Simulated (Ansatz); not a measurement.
# Br2H2O2Ti: small, medium and large basis sets

The task here is to estimate one member of a computed series from the others.

Computed with Ansatz 0.2.0, Gaussian basis. Level: one geometry, several basis sets.

The runs, in order: PBE0-D4/def2-SVP; ωB97M-V/def2-SVP; PBE0-D4/def2-QZVPP; ωB97M-V/def2-QZVPP; the functionals' def2-TZVPP values are taken from earlier runs.

## The relaxed structure

An earlier PBE0-D4 in a triple-zeta def2 set relaxation fixed the geometry.

SMILES `[OH][Ti]([OH])([Br])[Br]`, 7 atoms, charge 0, spin multiplicity 1.

Atoms are counted from 1 here; the program's logs count them from 0.

Bond lengths: O1–Ti2 1.756 Å, O1–H6 0.958 Å, Ti2–O3 1.765 Å, Ti2–Br4 2.356 Å, Ti2–Br5 2.356 Å, O3–H7 0.959 Å. Angles: Ti2–O1–H6 142.1°, O1–Ti2–O3 109.4°, O1–Ti2–Br4 108.9°, O1–Ti2–Br5 109.0°, O3–Ti2–Br4 110.2°, O3–Ti2–Br5 110.2°, Br4–Ti2–Br5 109.1°, Ti2–O3–H7 134.2°.

As a file:

```xyz
7
charge 0, multiplicity 1
O    -0.98576    0.01639    1.09485
Ti    0.04844    0.12055   -0.32090
O     1.51120   -0.83043   -0.05081
Br   -1.12614   -0.70645   -2.18782
Br    0.60326    2.37853   -0.69865
H    -1.82546    0.31977    1.44201
H     1.83567   -1.36636    0.67573
```

Set-up of the first run:

in.yaml reads:

```yaml
crystal:
  periodic: [false, false, false]
  atoms:
    - {symbol: O, position_ang: [-0.985761, 0.016388, 1.094845]}
    - {symbol: Ti, position_ang: [0.048441, 0.120553, -0.320902]}
    - {symbol: O, position_ang: [1.511197, -0.830431, -0.050807]}
    - {symbol: Br, position_ang: [-1.126141, -0.706449, -2.187823]}
    - {symbol: Br, position_ang: [0.603257, 2.378534, -0.698654]}
    - {symbol: H, position_ang: [-1.825457, 0.319766, 1.442006]}
    - {symbol: H, position_ang: [1.835665, -1.366362, 0.675735]}
basis:
  gaussian: {orbitals: def2-SVP}
hamiltonian: {xc: pbe0, dispersion: d4}
output: {orbitals: {seedname: orbitals}}
```

On the command line:

```bash
$ ansatz run in.yaml --threads 4 --pin off --events-out ev --progress --plain --max-ram 11315MiB
```

Steps of the session up to this table: PBE0-D4 in def2-SVP; ωB97M-V in def2-SVP; PBE0-D4 in def2-QZVPP; ωB97M-V in def2-QZVPP.

One table of the session follows, with a row left open; its other results are not shown here.

It belongs to the step «Functionals by basis». 

| functional | basis | HOMO (eV) | LUMO (eV) |
| --- | --- | --- | --- |
| PBE0-D4 | def2-SVP | -8.09 | -2.81 |
| PBE0-D4 | def2-TZVPP | ? | ? |
| PBE0-D4 | def2-QZVPP | -8.27 | -2.86 |
| ωB97M-V | def2-SVP | -10.17 | -0.67 |
| ωB97M-V | def2-TZVPP | -10.37 | -0.74 |
| ωB97M-V | def2-QZVPP | -10.40 | -0.77 |

Q: Estimate the row for PBE0-D4, def2-TZVPP from the others.

As computed: HOMO (eV): -8.26; LUMO (eV): -2.84. In the column «HOMO (eV)» it lies between PBE0-D4, def2-QZVPP (-8.27) and PBE0-D4, def2-SVP (-8.09).
